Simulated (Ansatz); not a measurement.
Crystal: NiMoIrPdW.

```
Ni Mo Pd Ir W
1.0
     2.77085    0.00000    0.00000
    -1.38543    2.39963    0.00000
     0.00000    0.00000   22.01961
Ni Mo Pd Ir W
2 2 2 2 2
Cartesian
  0.0000 1.5998 18.7345
  1.3854 0.7999 3.2851
  1.3854 0.7999 16.7479
  0.0000 1.5998 5.2717
  0.0000 1.5998 1.1734
  1.3854 0.7999 20.8462
  0.0000 1.5998 14.4948
  1.3854 0.7999 7.5248
  0.0000 1.5998 9.7807
  1.3854 0.7999 12.2389
```

The cell was built by a generator and needn't be a form met in nature.

```yaml
Program: Ansatz 0.2.0
Task: relaxation of cell and atoms
Functional: PBE
Dispersion: D3(BJ)-ATM
Potentials_or_basis: Ansatz PAW
Cutoff: "420 eV (not typed: the program's choice for these potentials)"
k_mesh: 8 × 8 × 1
Occupations: fermi-dirac, width 0.05 eV
Spin: collinear spin, ferromagnetic start
Starting_moments: "[1.0, 1.0, 1.0, 1.0, 0.0, 0.0, 0.6, 0.6, 0.0, 0.0] μB"
```

At the start: volume 14.64 Å³/atom.

How do energy, volume and symmetry change on relaxing?

It ends after 5 steps and the volume is 14.34 Å³/atom (-2.1 %); space group P-3m1 (No. 164, to 0.05 Å); moment 0.00 μB per cell.

Step by step:
| step | energy change (eV) | largest force (eV/Å) | volume (Å³) |
| --- | --- | --- | --- |
| 1 | 0.0000 | 0.0763 | 146.41 |
| 2 | -0.0495 | 0.0412 | 143.65 |
| 3 | -0.0504 | 0.0140 | 143.37 |
| 4 | -0.0505 | 0.0034 | 143.36 |
| 5 | -0.0492 | 0.0035 | 143.36 |

Final structure:
```
Ni Mo Pd Ir W
1.0
     2.75276    0.00000    0.00000
    -1.37638    2.38396    0.00000
     0.00000    0.00000   21.84548
Ni Mo Pd Ir W
2 2 2 2 2
Direct
  0.33333 0.66667 0.85150
  0.66667 0.33333 0.14850
  0.66667 0.33333 0.76102
  0.33333 0.66667 0.23898
  0.33333 0.66667 0.05296
  0.66667 0.33333 0.94704
  0.33333 0.66667 0.65860
  0.66667 0.33333 0.34140
  0.33333 0.66667 0.44406
  0.66667 0.33333 0.55594
```

Caveat: the plane-wave basis is chosen anew once the cell has moved, so the energies of steps on either side of that aren't comparable; pairwise dispersion overbinds metals, which lowers pressure and volume; the starting moments weren't kept.
